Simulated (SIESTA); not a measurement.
A run of SIESTA 5.4.2 is set up as follows.

Contents of MgMnCoO4.fdf:

```
SystemName                      MgMnCoO4
SystemLabel                     MgMnCoO4
NumberOfSpecies                 4
NumberOfAtoms                   7
%block ChemicalSpeciesLabel
  1  27 Co
  2  25 Mn
  3  12 Mg
  4   8 O
%endblock ChemicalSpeciesLabel

LatticeConstant                 1.0 Ang
%block LatticeVectors
     2.9310002060     0.0000000000     0.0000000000
     0.2141127943     5.2136631061     0.0000000000
     0.1098687336     1.4299112562     5.0392798726
%endblock LatticeVectors
AtomicCoordinatesFormat         Fractional
%block AtomicCoordinatesAndAtomicSpecies
     0.9632079600     0.5779083800     0.5870283800  1  Co
     0.5069257900     0.9681577600     0.9672239300  2  Mn
     0.4739883500     0.3001481400     0.2911247100  3  Mg
     0.4935918200     0.2867608700     0.6730399900  4  O
     0.9913137700     0.1416696700     0.1312262600  4  O
     0.0240338200     0.8166876600     0.8198657300  4  O
     0.5099655000     0.6799395000     0.2878730000  4  O
%endblock AtomicCoordinatesAndAtomicSpecies

%block kgrid.MonkhorstPack
    9   0   0  0.0
    0   6   0  0.0
    0   0   5  0.0
%endblock kgrid.MonkhorstPack
XC.Functional                   GGA
XC.Authors                      PBE
PAO.BasisSize                   DZP
PAO.EnergyShift                 0.003 Ry
Mesh.Cutoff                     800 Ry
Spin                            polarized
%block DM.InitSpin
    1   2.000
    2   4.000
    3   0.000
    4   0.000
    5   0.000
    6   0.000
    7   0.000
%endblock DM.InitSpin
OccupationFunction              FD
ElectronicTemperature           0.05 eV
MaxSCFIterations                200
SCF.MustConverge                false
SCF.Mixer.Method                Pulay
SCF.Mixer.Weight                0.1
SCF.Mixer.History               10
SCF.DM.Tolerance                5.0e-05
SCF.H.Tolerance                 1.0e-03 eV
WriteForces                     true
Charge.Mulliken                 end
%block PAO.Basis
  Co 5
  n=3 0 2
    2.527 0.000
  n=4 0 2
    7.356 0.000
  n=3 1 2
    2.822 0.000
  n=4 1 1
    7.356
  n=3 2 2
    4.649 0.000
  Mn 5
  n=3 0 2
    2.732 0.000
  n=4 0 2
    7.626 0.000
  n=3 1 2
    3.070 0.000
  n=4 1 1
    7.626
  n=3 2 2
    5.108 0.000
  Mg 4
  n=2 0 2
    2.604 0.000
  n=3 0 2
    8.245 0.000
  n=2 1 2
    2.943 0.000
  n=3 1 1
    8.245
%endblock PAO.Basis
```

Potentials or basis: PseudoDojo 0.4 standard (PBE files), DZP (energy shift 0.003 Ry; two zetas on semicore shells).

Command:

```sh
$ siesta MgMnCoO4.fdf > MgMnCoO4.out 2>&1
```

Task: Estimate the band gap on the k mesh.

Result: None (metal or under the smearing width).

Task: Estimate the site moments.

Result: Co +2.57; Mn +2.86; Mg -0.02; O +0.22, +0.04, +0.11 μB.

Task: Estimate the pressure.

Result: -2.2 GPa.

Forces on the atoms (eV/Å):
```
Co   0.142  0.185  0.116
Mn   0.111 -0.135 -0.091
Mg  -0.065 -0.244 -0.202
O   -0.008  0.151  0.201
O   -0.039 -0.213 -0.176
O   -0.174  0.007  0.021
O    0.038  0.249  0.127
```

Caveat: short orbitals over semicore shells can move pressures by several GPa; the basis of atomic orbitals isn't converged, which shifts pressures, moduli and gaps; semilocal functionals often make such compounds metallic where correlation or magnetic order opens a gap, which also shifts bond lengths; only a ferromagnetic start was run, and an antiferromagnetic order may lie lower in energy. With open d or f shells a metallic result of PBE can be an artefact of self-interaction; +U or a hybrid may open a gap.
